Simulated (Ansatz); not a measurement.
**B₂H₆OSi: how energies converge with the basis set**

How large a basis does B₂H₆OSi need? Two functionals are run in growing sets.

Computed with Ansatz 0.2.0, Gaussian basis. Level: one geometry, several basis sets.

The runs, in order: PBE0-D4/def2-SVP; ωB97M-V/def2-SVP; PBE0-D4/def2-QZVPP; ωB97M-V/def2-QZVPP; the functionals' def2-TZVPP values are taken from earlier runs.

## (1) The relaxed structure

All runs share one geometry, relaxed beforehand with PBE0-D4 in a triple-zeta def2 set.

SMILES `B[SiH2]BO`, 10 atoms, charge 0, spin multiplicity 1.

Atoms are counted from 1 here; the program's logs count them from 0.

Bond lengths: B1–Si2 1.995 Å, B1–H5 1.196 Å, B1–H6 1.196 Å, Si2–B3 2.046 Å, Si2–H7 1.496 Å, Si2–H8 1.491 Å, B3–O4 1.349 Å, B3–H9 1.199 Å, O4–H10 0.961 Å. Angles: Si2–B1–H5 121.2°, Si2–B1–H6 120.9°, H5–B1–H6 117.7°, B1–Si2–B3 104.5°, B1–Si2–H7 112.9°, B1–Si2–H8 112.9°, B3–Si2–H7 108.9°, B3–Si2–H8 108.8°, H7–Si2–H8 108.7°, Si2–B3–O4 122.6°, Si2–B3–H9 121.7°, O4–B3–H9 115.7°, B3–O4–H10 114.2°.

## (2) PBE0-D4 in def2-SVP

File in.yaml:

```yaml
crystal:
  periodic: [false, false, false]
  atoms:
    - {symbol: B, position_ang: [-1.526536, 1.034536, 0.326612]}
    - {symbol: Si, position_ang: [0.407091, 0.781513, -0.095966]}
    - {symbol: B, position_ang: [0.772040, -1.186467, 0.328606]}
    - {symbol: O, position_ang: [0.935662, -2.118476, -0.632507]}
    - {symbol: H, position_ang: [-2.369603, 0.877132, -0.507223]}
    - {symbol: H, position_ang: [-1.886695, 1.259342, 1.444342]}
    - {symbol: H, position_ang: [0.725350, 1.034444, -1.535637]}
    - {symbol: H, position_ang: [1.300567, 1.627495, 0.746079]}
    - {symbol: H, position_ang: [0.840145, -1.586370, 1.457362]}
    - {symbol: H, position_ang: [0.885078, -1.774349, -1.528870]}
basis:
  gaussian: {orbitals: def2-SVP}
hamiltonian: {xc: pbe0, dispersion: d4}
output: {orbitals: {seedname: orbitals}}
```

Launch:

```bash
$ ansatz run in.yaml --threads 2 --pin off --events-out ev --progress --plain --max-ram 4352MiB
```

The runs that follow: ωB97M-V in def2-SVP; PBE0-D4 in def2-QZVPP; ωB97M-V in def2-QZVPP.

**Question.** What will the summary of the whole plan be? Wanted: PBE0-D4: double and triple zeta above quadruple; ωB97M-V: double and triple zeta above quadruple.

**Answer**, as computed:

```
                                       quantity          value
PBE0-D4: double and triple zeta above quadruple  7.24, 0.47 eV
ωB97M-V: double and triple zeta above quadruple  7.43, 0.45 eV
```

In words: For PBE0-D4 the step from double to triple zeta gains 6.77 eV and the next only 0.47 eV. These are total energies; as a rule much of such shifts cancels in differences, which this series doesn't test.
